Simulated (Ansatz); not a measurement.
# Rb2NbTlF6: the cost of one run

Program: Ansatz 0.2.0 through its Python package. Level of theory: DFT PBE, plane waves, PAW. These are calculated values, not measurements.

### 1 The system

It takes space group Fm-3m (No. 225, cubic). Conventional cell: a = 9.529 Å, b = 9.529 Å, c = 9.529 Å, α = 90.00°, β = 90.00°, γ = 90.00°. Around Rb (site symmetry -43m) lie 12 F at 3.38 Å. Nb (site symmetry m-3m) has 6 F at 2.11 Å in its first shell of neighbours. Tl (site symmetry m-3m) has 6 F at 2.66 Å in its first shell of neighbours. F (site symmetry 4mm) is surrounded by 1 Nb at 2.11 Å and 1 Tl at 2.66 Å.

rb2nbtlf6.vasp, read by the script:

```text
Rb2NbTlF6
1.0
   0.00000000    4.76459200    4.76459200
   4.76459200    0.00000000    4.76459200
   4.76459200    4.76459200    0.00000000
Rb Nb Tl F
2 1 1 6
Direct
   0.75000000    0.75000000    0.75000000
   0.25000000    0.25000000    0.25000000
   0.00000000    0.00000000    0.00000000
   0.50000000    0.50000000    0.50000000
   0.77895800    0.22104200    0.22104200
   0.22104200    0.22104200    0.77895800
   0.22104200    0.77895800    0.77895800
   0.22104200    0.77895800    0.22104200
   0.77895800    0.22104200    0.77895800
   0.77895800    0.77895800    0.22104200
```

### 2 Script

Contents of vcrelax_rb2nbtlf6.py:

```python
"""Cell relaxation of Rb2NbTlF6."""

import json
import warnings

import ansatz as az
from ase import Atoms
from ase.io import write
from ase.io import read
from ase.neighborlist import neighbor_list
import matplotlib.pyplot as plt
import numpy as np

def edges_and_angles(cell):
    cell = np.asarray(cell)
    a, b, c = np.linalg.norm(cell, axis=1)
    cosines = cell[1] @ cell[2] / (b * c), cell[0] @ cell[2] / (a * c), cell[0] @ cell[1] / (a * b)
    return (a, b, c, *np.degrees(np.arccos(cosines)))


def main() -> None:
    warnings.simplefilter("ignore", az.DeckWarning)

    atoms = read("rb2nbtlf6.vasp", format="vasp")
    cell = az.Crystal.from_ase(atoms)

    # every cell quantity that the symmetry leaves free
    calc = (
        cell.calculation()
        .functional("PBE")
        .pseudopotentials("paw")
        .basis(35 * az.Ry)
        .kpoints(4)  # sampling of the Brillouin zone
        .occupations(az.OccupationsMethod.METHFESSEL_PAXTON)
        .relax(force_tolerance=0.005, cell=True)  # relax until the tolerances are met
    )
    out = calc.run(threads=1, pin="off", events_out="rb2nbtlf6.ndjson")
    with open("rb2nbtlf6.ndjson") as stream:
        events = [json.loads(line) for line in stream]
    steps = [e["data"] for e in events if e["event"] == "relax_step"]
    summary = out.report
    print("step   energy (eV)     max comp. (eV/A)   P (GPa)  SCF")
    for s in steps:
        print(f"{s['step']:4d} {s['lagrangian_ev']:15.5f} {s['allowed_force_max_ev_ang']:12.4f} {s['pressure_gpa']:10.3f} {s['n_scf']:5d}")

    first, last = steps[0], steps[-1]
    symbols = [site.symbol for site in out.lattice.sites]
    print(f"energy gained {first['lagrangian_ev'] - last['lagrangian_ev']:.4f} eV in {len(steps) - 1} steps")
    for label, vectors in (("before", first["cell_ang"]), ("after", out.lattice.cell_ang)):
        print(label, "a b c (A) {:.4f} {:.4f} {:.4f}  angles {:.2f} {:.2f} {:.2f}".format(*edges_and_angles(vectors)), f" V = {abs(np.linalg.det(vectors)):.3f} A^3")
    print("final stress xx yy zz (GPa, compression positive):", np.round(np.diag(summary["stress_gpa"]), 3) + 0.0)

    print("relaxed fractional positions")
    for site in out.lattice.sites:
        print(f"  {site.symbol:2s}", " ".join(f"{v % 1:8.5f}" for v in np.round(site.position_frac, 5)))

    final = Atoms(symbols, positions=last["positions_ang"], cell=out.lattice.cell_ang, pbc=True)
    i, j, d = neighbor_list("ijd", final, 4.5)
    print("neighbours within 1.15 times the shortest distance of each atom (A)")
    for atom in range(len(final)):
        near = [m for m in np.argsort(d) if i[m] == atom]
        shell = [m for m in near if d[m] < 1.15 * d[near[0]]]
        print(f"{symbols[atom]}{atom} ({len(shell)}):", ", ".join(f"{symbols[j[m]]} {d[m]:.3f}" for m in shell))

    relaxed = Atoms(symbols, positions=[site.position_ang for site in out.lattice.sites], cell=out.lattice.cell_ang, pbc=True)
    write("relaxed.vasp", relaxed, format="vasp")

    fig, (top, bottom) = plt.subplots(2, 1, sharex=True, figsize=(4.5, 4))
    top.plot([s["lagrangian_ev"] - last["lagrangian_ev"] for s in steps], "o-")
    top.set_ylabel("E - E(final) (eV)")
    bottom.semilogy([max(s["allowed_force_max_ev_ang"], 1e-6) for s in steps], "s-")
    bottom.set(xlabel="step", ylabel="largest force (eV/A)")
    fig.tight_layout()
    fig.savefig("relax.png", dpi=100)

    for key in ("converged", "n_iterations", "n_electrons", "n_kpoints", "n_pw", "n_symmetry_ops", "free_energy_ev", "fermi_energy_ev"):
        print(f"{key:18s} {summary[key]}")


if __name__ == "__main__":
    main()
```

### 3 The input behind the calls

The package turns the script's settings into the engine's input:

```yaml
crystal:
  lattice:
    - [0.0, 4.764592, 4.764592]
    - [4.764592, 0.0, 4.764592]
    - [4.764592, 4.764592, 0.0]
  atoms:
    - { symbol: Rb, position: [0.75, 0.75, 0.75] }
    - { symbol: Rb, position: [0.25, 0.25, 0.25] }
    - { symbol: Nb, position: [0.0, 0.0, 0.0] }
    - { symbol: Tl, position: [0.5, 0.5, 0.5] }
    - { symbol: F, position: [0.778958, 0.221042, 0.221042] }
    - { symbol: F, position: [0.221042, 0.221042, 0.778958] }
    - { symbol: F, position: [0.22104199999999993, 0.778958, 0.778958] }
    - { symbol: F, position: [0.221042, 0.778958, 0.221042] }
    - { symbol: F, position: [0.778958, 0.22104199999999993, 0.778958] }
    - { symbol: F, position: [0.778958, 0.778958, 0.22104199999999993] }
basis:
  ecutwfc: 476.19925930478996
kpoints:
  mp_grid:
    grid: [4, 4, 4]
hamiltonian:
  xc: pbe
  pseudopotentials:
    kind: paw
scf:
  occupations:
    method: methfessel_paxton
relax:
  f_tol: 0.005
  cell: {}
```

### 4 Launch

Command:

```console
python vcrelax_rb2nbtlf6.py
```

Q: Estimate wall time and peak memory on 1 thread of Arm Neoverse V2, shared host.

About 28 s, with a peak of 0.69 GiB.
